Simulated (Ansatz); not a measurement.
# AlH3: the cost of one run

Program: Ansatz 0.2.0, Gaussian basis. Level of theory: PBE0-D4/def2-TZVP structures, single points in def2-TZVPP, no counterpoise correction. These are calculated values, not measurements.

Levels: SPW92, PBE-D4, BLYP-D4, r2SCAN-D4, B97M-V, PBE0-D4, B3LYP-D4, r2SCAN0-D4, BHLYP-D4, CAM-B3LYP-D4, wB97X-V, wB97M-V, B2PLYP, PBE-QIDH, RPA on PBE, Hartree-Fock, MP2, CCSD, CCSD(T).

Cores are frozen in the correlated methods. B3LYP uses VWN-RPA correlation. B2PLYP carries no dispersion term here.

57 further runs of the same task are left out: 1 that didn't finish, 56 set aside as unsound or not needed.

## (1) The system as given

The complex: 13 atoms, charge 0, spin multiplicity 1.

Atoms are counted from 1 here; the program's logs count them from 0.

Bond lengths: Al1–H2 1.598 Å, Al1–H3 1.594 Å, Al1–H4 1.594 Å, C5–C6 1.343 Å, C5–H8 1.086 Å, C5–H9 1.083 Å, C6–C7 1.487 Å, C6–H10 1.087 Å, C7–H11 1.090 Å, C7–H12 1.093 Å, C7–H13 1.095 Å. Angles: H2–Al1–H3 117.6°, H2–Al1–H4 117.8°, H3–Al1–H4 119.8°, C6–C5–H8 121.1°, C6–C5–H9 121.4°, H8–C5–H9 117.3°, C5–C6–C7 125.2°, C5–C6–H10 118.4°, C7–C6–H10 116.4°, C6–C7–H11 111.9°, C6–C7–H12 110.9°, C6–C7–H13 109.2°, H11–C7–H12 108.9°, H11–C7–H13 108.9°, H12–C7–H13 106.9°.

As a file:

```tsv
atom	x (Å)	y (Å)	z (Å)
Al1	-0.0127	-0.8578	1.5567
H2	-1.6040	-0.8595	1.4146
H3	0.7981	-1.9918	0.7827
H4	0.6161	-0.1797	2.8554
C5	0.8451	1.0175	0.2275
C6	-0.2940	0.7458	-0.4297
C7	-0.4188	-0.1935	-1.5754
H8	1.7817	0.5455	-0.0544
H9	0.8832	1.7755	1.0001
H10	-1.1971	1.2779	-0.1406
H11	0.5129	-0.7254	-1.7679
H12	-1.2123	-0.9232	-1.3966
H13	-0.6983	0.3685	-2.4724
```

Its parts: AlH₃ holds atoms 1, 2, 3, 4; C₃H₆ holds atoms 5, 6, 7, 8, 9, 10, 11, 12, 13. Each part counts its atoms afresh in its own runs.

## (2) Relaxing AlH₃ alone

Contents of relax-a/in.yaml:

```yaml
crystal:
  periodic: [false, false, false]
  atoms:
    - {symbol: Al, position_ang: [-0.012681, -0.857833, 1.556740]}
    - {symbol: H, position_ang: [-1.604012, -0.859464, 1.414582]}
    - {symbol: H, position_ang: [0.798141, -1.991777, 0.782728]}
    - {symbol: H, position_ang: [0.616134, -0.179666, 2.855372]}
basis:
  gaussian: {orbitals: def2-TZVP}
hamiltonian: {xc: pbe0, dispersion: d4}
relax: {f_tol: 0.005, max_steps: 200}
```

Started as:

```sh
$ ansatz run in.yaml --threads 4 --pin off --events-out ev --progress --plain --max-ram 9574MiB
```

**Question.** How long does this run take on 4 threads of Arm Neoverse V1, shared host?

About 1.2 s.
